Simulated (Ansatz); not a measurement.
**C2H7Cl2NSi2: ionisation energy by level of theory**

Aim: the vertical ionisation energy of C2H7Cl2NSi2, as cation minus neutral at the neutral's geometry, on several levels, and how well −ε(HOMO) stands in for it.

Method: unrestricted cation, the program's frozen cores in correlated methods; program: Ansatz 0.2.0, Gaussian basis.

The runs, in order: UKS PBE-D4/def2-TZVPP; UKS r2SCAN-D4/def2-TZVPP; UKS PBE0-D4/def2-TZVPP; UKS B3LYP-D4/def2-TZVPP; UKS wB97X-V/def2-TZVPP; UKS wB97M-V/def2-TZVPP; UKS B2PLYP/def2-TZVPP; UHF-CCSD(T)/def2-TZVPP; UHF-MP2/def2-QZVPP; extrapolation to the limit; then −ε(HOMO) from the neutral's earlier runs with LDA (SPW92), PBE-D4, revPBE-D4, BLYP-D4, r2SCAN-D4, B97M-V, PBE0-D4, B3LYP-D4, r2SCANh-D4, r2SCAN0-D4, HSE06-D4, BHLYP-D4, CAM-B3LYP-D4, LC-ωPBE, ωB97X-V, ωB97M-V.

### 1 The relaxed structure

The geometry comes from an earlier relaxation with PBE0-D4 in a triple-zeta def2 set; it is a stationary point, not always the lowest conformer.

SMILES `C=CN([SiH2]Cl)[SiH2]Cl`, 14 atoms, charge 0, spin multiplicity 1.

Atoms are counted from 1 here; the program's logs count them from 0.

Bond lengths: C1–C2 1.328 Å, C1–H8 1.081 Å, C1–H9 1.084 Å, C2–N3 1.407 Å, C2–H10 1.088 Å, N3–Si4 1.732 Å, N3–Si6 1.730 Å, Si4–Cl5 2.054 Å, Si4–H11 1.476 Å, Si4–H12 1.477 Å, Si6–Cl7 2.056 Å, Si6–H13 1.475 Å, Si6–H14 1.478 Å. Angles: C2–C1–H8 119.5°, C2–C1–H9 123.2°, H8–C1–H9 117.3°, C1–C2–N3 126.5°, C1–C2–H10 119.2°, N3–C2–H10 114.3°, C2–N3–Si4 120.8°, C2–N3–Si6 118.0°, Si4–N3–Si6 120.9°, N3–Si4–Cl5 112.1°, N3–Si4–H11 110.3°, N3–Si4–H12 106.6°, Cl5–Si4–H11 107.1°, Cl5–Si4–H12 107.7°, H11–Si4–H12 113.0°, N3–Si6–Cl7 111.7°, N3–Si6–H13 108.7°, N3–Si6–H14 108.7° and more.

### 2 Cation, UKS PBE-D4/def2-TZVPP

in.yaml

```yaml
crystal:
  periodic: [false, false, false]
  atoms:
    - {symbol: C, position_ang: [-0.619513, -2.128625, -0.002494]}
    - {symbol: C, position_ang: [-0.126849, -1.081339, 0.649645]}
    - {symbol: N, position_ang: [0.051387, 0.216348, 0.136115]}
    - {symbol: Si, position_ang: [-0.058181, 0.520875, -1.565647]}
    - {symbol: Cl, position_ang: [-2.002217, 0.506929, -2.228973]}
    - {symbol: Si, position_ang: [0.512666, 1.469331, 1.235811]}
    - {symbol: Cl, position_ang: [2.544518, 1.496190, 1.550037]}
    - {symbol: H, position_ang: [-0.692209, -3.082953, 0.500238]}
    - {symbol: H, position_ang: [-0.970310, -2.078598, -1.026818]}
    - {symbol: H, position_ang: [0.180232, -1.198868, 1.686277]}
    - {symbol: H, position_ang: [0.665870, -0.521445, -2.320164]}
    - {symbol: H, position_ang: [0.483569, 1.876960, -1.787775]}
    - {symbol: H, position_ang: [0.132757, 2.771500, 0.655288]}
    - {symbol: H, position_ang: [-0.114619, 1.204395, 2.547162]}
basis:
  gaussian: {orbitals: def2-TZVPP}
total_charge: 1
magnetization: {spin_polarized: true, initial_magnetization: 1}
hamiltonian: {xc: pbe, dispersion: d4}
```

The runs that follow: Cation, UKS r2SCAN-D4/def2-TZVPP; Cation, UKS PBE0-D4/def2-TZVPP; Cation, UKS B3LYP-D4/def2-TZVPP; Cation, UKS wB97X-V/def2-TZVPP; Cation, UKS wB97M-V/def2-TZVPP; Cation, UKS B2PLYP (frozen core)/def2-TZVPP; Cation, UHF-CCSD(T)/def2-TZVPP; Cation, UHF-MP2/def2-QZVPP.

Q: Predict the results of all the runs planned. Wanted: ionisation energy, CCSD(T)/CBS; nearest functional by difference; nearest −ε(HOMO); −ε(HOMO) of PBE; T1 of the cation.

As calculated:

```
                        quantity               value
  ionisation energy, CCSD(T)/CBS             9.10 eV
nearest functional by difference  ωB97M-V (-0.21 eV)
                nearest −ε(HOMO)  ωB97M-V (+0.08 eV)
                 −ε(HOMO) of PBE             5.88 eV
                T1 of the cation               0.016
```

In words: By cation minus neutral, the functionals miss by 0.40 eV at most. −ε(HOMO) of PBE misses by 3.2 eV, since self-interaction lifts the level. Among orbital estimates ωB97M-V comes nearest. Hartree-Fock falls 1.33 eV short, as the neutral has more correlation energy than the cation.
